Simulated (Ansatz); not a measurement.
**HfIn4SiO6 under changes of volume**

One of the cells (15.469 Å³/atom); the others are scaled copies at fixed shape and fractional positions:

```
CELL_PARAMETERS angstrom
2.41418 -8.12947 -0.00361
2.41418 8.12947 -0.00361
-0.98872 0.00000 4.73072
ATOMIC_POSITIONS crystal
Hf 0.00000 0.00000 0.00000
In 0.66321 0.33679 0.00000
In 0.16197 0.83803 0.50000
In 0.33679 0.66321 0.00000
In 0.83803 0.16197 0.50000
Si 0.50000 0.50000 0.50000
O 0.73033 0.73033 0.27051
O 0.26967 0.26967 0.72949
O 0.19575 0.35695 0.27609
O 0.64305 0.80425 0.72391
O 0.80425 0.64305 0.72391
O 0.35695 0.19575 0.27609
```

The cell was built by a generator and needn't be a form met in nature.

```yaml
Program: Ansatz 0.2.0
Functional: PBE
Potentials_or_basis: Ansatz PAW
Cutoff: "420 eV (not typed: the program's choice for these potentials)"
k_mesh: 6 × 6 × 6
Occupations: fermi-dirac, width 0.05 eV
Spin: no spin polarisation
```

| volume (Å³/atom) | energy over the lowest point (meV/atom) | pressure (GPa) | largest force (eV/Å) |
| --- | --- | --- | --- |
| 14.541 | 22.60 | 8.4 | 0.490 |
| 14.851 | 9.62 | 5.2 | 0.311 |
| 15.160 | ? | ? | ? |
| 15.469 | 0.00 | 0.0 | 0.014 |
| 15.779 | 2.21 | -2.2 | 0.148 |
| 16.088 | 8.47 | -4.2 | 0.277 |
| 16.398 | 18.33 | -6.0 | 0.396 |

Question: What does the run at 15.160 Å³/atom give?

Answer: Energy over the lowest point 2.28 meV/atom; pressure 2.5 GPa; largest force 0.146 eV/Å.

Worked out: A Birch-Murnaghan fit of order 3 (a polynomial in V^(-2/3)) to the other rows has its minimum at 15.47 Å³/atom with B0 = V·E''(V) = 117 GPa and B' = 4.6 at fixed shape and positions, which overstates the stiffness. It gives 2.30 meV/atom at 15.160 Å³/atom, against the run's 2.28, and -dE/dV = 2.4 GPa, against 2.5.

Energies are extrapolated to zero smearing.
